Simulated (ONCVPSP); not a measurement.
# Cu: generating and testing an ONCV potential

Aim: build the potential from the settings below, then test how well it stands in for the atom: other configurations, scattering, ghost states and the plane-wave cutoff that it needs.

Method: ONCVPSP 4.0.1.1 (patched build), PBE, scalar-relativistic.

## Step 1: The atom and the settings

Typed settings, in words:

- element: copper (Cu, Z = 29)
- type: optimised norm-conserving Vanderbilt (ONCV)
- frozen core: [Ne]
- valence charge: 19
- reference configuration: 3s2 3p6 3d10 4s0.5 (charge +0.5)
- partial waves: 3s+4s: rc 1.40 bohr, ncon 3, nbas 6, qcut 11.2 1/bohr, 2 projectors; 3p: rc 0.80 bohr, ncon 4, nbas 8, qcut 12.3 1/bohr, 2 projectors, debl 3.9 Ha; 3d: rc 1.50 bohr, ncon 4, nbas 9, qcut 11.6 1/bohr, 2 projectors, debl 2.7 Ha; f scattering state at 0.03 Ha: rc 1.40 bohr, ncon 4, nbas 7, qcut 8.8 1/bohr, 2 projectors, debl 0.3 Ha
- local potential: polynomial inside 0.55 bohr (lpopt 5, dvloc0 0 Ha)
- core correction: polynomial model core, fcfact 0.3

## Step 2: The generation run

Cu.dat reads:

```
# ATOM AND REFERENCE CONFIGURATION
# atsym  z   nc   nv     iexc    psfile
  Cu 29.00    3    4        4      upf
#
#   n    l    f
    1    0    2.00
    2    0    2.00
    2    1    6.00
    3    0    2.00
    3    1    6.00
    3    2   10.00
    4    0    0.50
#
# PSEUDOPOTENTIAL AND OPTIMIZATION
# lmax
    3
#
#   l,   rc,      ep,       ncon, nbas, qcut
    0    1.40    0.00    3    6   11.20
    1    0.80    0.00    4    8   12.30
    2    1.50    0.00    4    9   11.60
    3    1.40    0.03    4    7    8.80
#
# LOCAL POTENTIAL
# lloc, lpopt,  rc(5),   dvloc0
    4    5    0.55    0.00
#
# VANDERBILT-KLEINMAN-BYLANDER PROJECTORs
# l, nproj, debl
    0    2    1.10
    1    2    3.90
    2    2    2.70
    3    2    0.30
#
# MODEL CORE CHARGE
# icmod, fcfact, rcfact
    1    0.30    0.00
#
# LOG DERIVATIVE ANALYSIS
# epsh1, epsh2, depsh
   -6.00    5.00    0.04
#
# OUTPUT GRID
# rlmax, drl
    6.00    0.01
#
# TEST CONFIGURATIONS
# ncnf
    4
# nvcnf
#   n    l    f
    4
    3    0    2.00
    3    1    6.00
    3    2   10.00
    4    0    1.00
#
    4
    3    0    2.00
    3    1    6.00
    3    2   10.00
    4    0    0.00
#
    4
    3    0    2.00
    3    1    6.00
    3    2    9.00
    4    0    0.00
#
    4
    3    0    1.00
    3    1    6.00
    3    2   10.00
    4    0    1.00
#
```

Command:

```console
oncvpsp.x < Cu.dat > Cu.out
```

**Question.** What will these runs give? Wanted: cutoffs for 1 and 0.1 mHa per electron, occupied waves; bound ghosts; GHOST(+) flags; largest test error; largest phase difference near zero energy, channels read; rms error of d²Exc/dn², without and with the model core.

**Answer**, as computed:

| quantity | value |
| --- | --- |
| cutoffs for 1 and 0.1 mHa per electron, occupied waves | 50 Ha and 121 Ha |
| bound ghosts | none found |
| GHOST(+) flags | s at 226 eV, f at 141 eV |
| largest test error (AE − PS) | -580 meV, for 3s1 3p6 3d10 4s1 |
| largest phase difference near zero energy, channels read | 0.000 rad |
| rms error of d²Exc/dn², without and with the model core | 3.97 and 1.27 mHa |

**Reading.** The worst unpolarised test, 3s1 3p6 3d10 4s1, is off by 580 meV on 119.1 eV; by total energies transferability rates as poor. That test lies far up in energy; among those under 40 eV, nearer to bonding, the largest error is 7.5 meV. By its cutoff, 50 Ha for the looser tolerance, it is hard. The program's ghost test flags no bound state. Near zero energy the phases of the channels with partial waves agree within 0.001 rad. The program also flags highly localised states, GHOST(+) (s, f). All of this concerns the isolated atom, not yet a solid.
